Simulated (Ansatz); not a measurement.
**H5InN2O: basis-set convergence**

Aim: see how fast density functionals converge with the basis set for H5InN2O.

The runs use Ansatz 0.2.0, Gaussian basis; one geometry, several basis sets.

Levels to be run: PBE0-D4/def2-SVP; ωB97M-V/def2-SVP; PBE0-D4/def2-QZVPP; ωB97M-V/def2-QZVPP; the functionals' def2-TZVPP values are taken from earlier runs.

## 1. The relaxed structure

The geometry comes from an earlier relaxation with PBE0-D4 in a triple-zeta def2 set; it is a stationary point, not always the lowest conformer. In takes the def2 core potential; no spin-orbit term is included.

SMILES `[NH2][In]([NH2])[OH]`, 9 atoms, charge 0, spin multiplicity 1.

Atoms are counted from 1 here; the program's logs count them from 0.

Bond lengths: N1–In2 2.022 Å, N1–H5 1.010 Å, N1–H6 1.011 Å, In2–N3 2.014 Å, In2–O4 1.990 Å, N3–H7 1.010 Å, N3–H8 1.011 Å, O4–H9 0.959 Å. Angles: In2–N1–H5 116.2°, In2–N1–H6 115.5°, H5–N1–H6 108.4°, N1–In2–N3 126.9°, N1–In2–O4 118.4°, N3–In2–O4 113.7°, In2–N3–H7 116.8°, In2–N3–H8 114.4°, H7–N3–H8 108.8°, In2–O4–H9 113.4°.

## 2. PBE0-D4 in def2-SVP

The input, in.yaml:

```yaml
crystal:
  periodic: [false, false, false]
  atoms:
    - {symbol: N, position_ang: [0.929345, 0.243559, -1.615500]}
    - {symbol: In, position_ang: [-0.115675, 0.133522, 0.112486]}
    - {symbol: N, position_ang: [0.261329, -1.077325, 1.677101]}
    - {symbol: O, position_ang: [-1.447773, 1.558398, 0.505188]}
    - {symbol: H, position_ang: [1.359335, -0.614016, -1.932666]}
    - {symbol: H, position_ang: [0.439692, 0.661389, -2.394460]}
    - {symbol: H, position_ang: [0.553826, -2.019787, 1.462500]}
    - {symbol: H, position_ang: [-0.479593, -1.115317, 2.363432]}
    - {symbol: H, position_ang: [-1.500486, 2.229576, -0.178081]}
basis:
  gaussian: {orbitals: def2-SVP}
hamiltonian: {xc: pbe0, dispersion: d4}
output: {orbitals: {seedname: orbitals}}
```

Launch:

```bash
$ ansatz run in.yaml --threads 4 --pin off --events-out ev --progress --plain --max-ram 10444MiB
```

The runs that follow: ωB97M-V in def2-SVP; PBE0-D4 in def2-QZVPP; ωB97M-V in def2-QZVPP.

Before running them: what should the planned runs give, taken together? Wanted: PBE0-D4: double and triple zeta above quadruple; ωB97M-V: double and triple zeta above quadruple.

**Answer**, as computed:

| quantity | value |
| --- | --- |
| PBE0-D4: double and triple zeta above quadruple | 7.35, 0.39 eV |
| ωB97M-V: double and triple zeta above quadruple | 7.54, 0.38 eV |

What this shows: For PBE0-D4 the step from double to triple zeta gains 6.95 eV and the next only 0.39 eV. Total energies overstate the basis error of differences, where much of it tends to cancel. The LUMO of ωB97M-V is positive and keeps falling with the basis (1.09 to 0.30 eV): an unbound level that the basis holds in place.
